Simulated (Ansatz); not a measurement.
Write a Python script for Ansatz 0.2.0, Python API that makes a geometry optimisation of CH₇BGeS, SMILES C[BH][GeH2][SH]. Use: PBE0, def2-SVP basis, multiplicity 1.

```
atom    x (Å)    y (Å)    z (Å)
   C  -1.0792   1.3016  -0.2119
   B  -0.6559   0.0691   0.5901
  Ge   1.1978  -0.6189   0.3585
   S   1.2353  -2.6896  -0.4056
   H  -0.4918   2.2090   0.0285
   H  -1.0363   1.1617  -1.3124
   H  -2.1592   1.5745   0.0250
   H  -1.3617  -0.4645   1.3120
   H   1.9559  -0.5827   1.7861
   H   1.9971   0.2806  -0.6085
   H   0.4635  -2.2978  -1.5412
```

`opt.py`
```python
"""Minimum-energy structure of CH7BGeS."""

import warnings

import ansatz as az
import numpy as np

GEOMETRY = """
C    -1.07920    1.30160   -0.21190
B    -0.65590    0.06910    0.59010
Ge    1.19780   -0.61890    0.35850
S     1.23530   -2.68960   -0.40560
H    -0.49180    2.20900    0.02850
H    -1.03630    1.16170   -1.31240
H    -2.15920    1.57450    0.02500
H    -1.36170   -0.46450    1.31200
H     1.95590   -0.58270    1.78610
H     1.99710    0.28060   -0.60850
H     0.46350   -2.29780   -1.54120
"""


def main() -> None:
    warnings.simplefilter("ignore", az.DeckWarning)

    geometry = az.Crystal.molecule()
    for line in GEOMETRY.strip().splitlines():
        symbol, *xyz = line.split()
        geometry = geometry.atom(symbol, [float(v) for v in xyz])

    calculation = (
        geometry.calculation()
        .basis(gaussian="def2-SVP")
        .functional("pbe0")
    )
    symbols = [site.symbol for site in geometry.cartesian_sites]
    start = np.array([site.position_ang for site in geometry.cartesian_sites], dtype=float)
    def progress(event):
        if event["event"] == "relax_step":
            row = event["data"]
            print(f"step {row['step']:3d}  E = {row['lagrangian_ev']:.6f} eV  max force {row['allowed_force_max_ev_ang']:.4f} eV/A")


    data = calculation.relax(force_tolerance=0.02).session().plan().execute(on_event=progress).report
    end = np.array(data["positions_ang"])

    print(f"E = {data['free_energy_ev']:.6f} eV = {data['free_energy_ev'] / 27.211386246:.7f} Ha")
    print("converged:", data["converged"], " doubts:", data["published_state_doubts"] or "none")

    print("bond        before    after (A)")
    for i, j in [(0, 1), (0, 4), (0, 5), (0, 6), (1, 2), (1, 7), (2, 3), (2, 8), (2, 9), (3, 10)]:
        d0, d1 = (np.linalg.norm(xyz[i] - xyz[j]) for xyz in (start, end))
        print(f"{symbols[i]}{i}-{symbols[j]}{j}".ljust(10), f"{d0:8.4f} {d1:8.4f}")


if __name__ == "__main__":
    main()
```

```console
$ python opt.py
step   1  E = -69155.663149 eV  max force 2.2336 eV/A
step   2  E = -69155.993586 eV  max force 0.6172 eV/A
step   3  E = -69156.018912 eV  max force 0.2605 eV/A
step   4  E = -69156.026488 eV  max force 0.0925 eV/A
step   5  E = -69156.028465 eV  max force 0.0651 eV/A
step   6  E = -69156.030244 eV  max force 0.0416 eV/A
step   7  E = -69156.037074 eV  max force 0.1441 eV/A
step   8  E = -69156.037990 eV  max force 0.3998 eV/A
step   9  E = -69156.062774 eV  max force 0.1162 eV/A
step  10  E = -69156.059395 eV  max force 0.3633 eV/A
step  11  E = -69156.070444 eV  max force 0.0761 eV/A
step  12  E = -69156.075811 eV  max force 0.2004 eV/A
step  13  E = -69156.077453 eV  max force 0.3450 eV/A
step  14  E = -69156.087082 eV  max force 0.1237 eV/A
step  15  E = -69156.086072 eV  max force 0.1904 eV/A
step  16  E = -69156.090190 eV  max force 0.0527 eV/A
step  17  E = -69156.091934 eV  max force 0.0628 eV/A
step  18  E = -69156.093660 eV  max force 0.1072 eV/A
step  19  E = -69156.095533 eV  max force 0.1657 eV/A
step  20  E = -69156.092458 eV  max force 0.4271 eV/A
step  21  E = -69156.100034 eV  max force 0.1052 eV/A
step  22  E = -69156.106938 eV  max force 0.1714 eV/A
step  23  E = -69156.128905 eV  max force 0.3733 eV/A
step  24  E = -69156.190729 eV  max force 0.5958 eV/A
step  25  E = -69156.303456 eV  max force 0.6850 eV/A
step  26  E = -69156.200894 eV  max force 1.8747 eV/A
step  27  E = -69156.364454 eV  max force 0.2614 eV/A
step  28  E = -69156.371178 eV  max force 0.1469 eV/A
step  29  E = -69156.377647 eV  max force 0.0780 eV/A
step  30  E = -69156.376769 eV  max force 0.1247 eV/A
step  31  E = -69156.378260 eV  max force 0.0161 eV/A
E = -69156.378288 eV = -2541.4500262 Ha
converged: True  doubts: none
bond        before    after (A)
C0-B1        1.5302   1.5863
C0-H4        1.1073   1.1022
C0-H5        1.1102   1.1024
C0-H6        1.1389   1.1030
B1-Ge2       1.9908   2.0587
B1-H7        1.1419   1.2129
Ge2-S3       2.2075   2.4134
Ge2-H8       1.6168   1.5438
Ge2-H9       1.5437   1.5486
S3-H10       1.4279   1.3542
```

Total energies depend on the basis set; only differences at equal settings carry meaning. The end point is the stationary point reached from this start; no frequency run checks that it is a minimum, and the basis set is modest. The bonding changed during the relaxation, so the end is another isomer than the start names. The whole script took 3.9 min on 1 thread of Arm Neoverse V2 (shared host), peak memory 0.34 GiB.

(Lines on the test bed's own set-up are left out of the output.)
